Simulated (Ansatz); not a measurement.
# RbAgBr2: the cost of one run

Computed with Ansatz 0.2.0 (plane waves, PAW, unless a step's input says otherwise).

## 1. The system as given

It takes space group P4/mmm (No. 123, tetragonal). The conventional cell has a = 4.518 Å, b = 4.518 Å, c = 6.356 Å, α = 90.00°, β = 90.00°, γ = 90.00°. Around Rb (site symmetry 4/mmm) lie 6 Br at 3.18 to 3.19 Å. Br (site symmetry 4/mmm) is surrounded by 2 Rb at 3.18 Å and 4 Ag at 3.19 Å. Ag (site symmetry 4/mmm) is surrounded by 6 Br at 3.18 to 3.19 Å. Br (site symmetry 4/mmm) has 2 Ag at 3.18 Å and 4 Rb at 3.19 Å as nearest neighbours.

Coordinates:

```
Rb Br Ag
1.0
     4.51799    0.00000    0.00000
     0.00000    4.51799    0.00000
     0.00000    0.00000    6.35632
Rb Br Ag
1 2 1
Direct
  0.00000 0.00000 0.00000
  0.00000 0.00000 0.50000
  0.50000 0.50000 0.00000
  0.50000 0.50000 0.50000
```

Cell and atoms come from an earlier r2SCAN relaxation.

## 2. PBE, anion s p, 4×4×4

File input.yaml:

```yaml
crystal:
  lattice:
    - [4.5179929585, 0.0, 0.0]
    - [0.0, 4.5179929585, 0.0]
    - [0.0, 0.0, 6.3563247606]
  atoms:
    - { symbol: Rb, position: [0.0, 0.0, 0.0] }
    - { symbol: Br, position: [0.0, 0.0, 0.5] }
    - { symbol: Ag, position: [0.5, 0.5, 0.5] }
    - { symbol: Br, position: [0.5, 0.5, 0.0] }
kpoints:
  mp_grid: { grid: [4, 4, 4] }
  band_path:
    path:
      - [[0.0, 0.0, 0.0], [1.048499298457e-51, 0.5, 0.0], [0.5, 0.5, 0.0], [0.0, 0.0, 0.0], [0.0, 0.0, 0.5], [1.048499298457e-51, 0.5, 0.5], [0.5, 0.5, 0.5], [0.0, 0.0, 0.5]]
      - [[1.048499298457e-51, 0.5, 0.0], [1.048499298457e-51, 0.5, 0.5]]
      - [[0.5, 0.5, 0.0], [0.5, 0.5, 0.5]]
    npoints: 10
hamiltonian:
  xc: pbe
scf:
  occupations: { method: fixed }
  n_extra_bands: 6
output:
  forces: false
  stress: false
  eigenvalues: true
  wannier:
    kmesh: [4, 4, 4]
    projections: [{ species: Br, l: s, shell: 4 }, { species: Br, l: p, shell: 4 }]
    minimise: true
    write_hr: true
    conv_tol: 1.0e-08
    max_iter: 3000
  write_density: true
  write_potential: true
  elf: true
  volumetric_format: npy
```

On the command line:

```
ansatz run input.yaml --threads 4 --pin off --max-ram 3686MiB --backend cpu --events-out ev --progress --plain --runs-dir out
```

What time and memory should one allow on 4 threads of Arm Neoverse V2, shared host?

About 3.6 s, with a peak of 0.45 GiB.
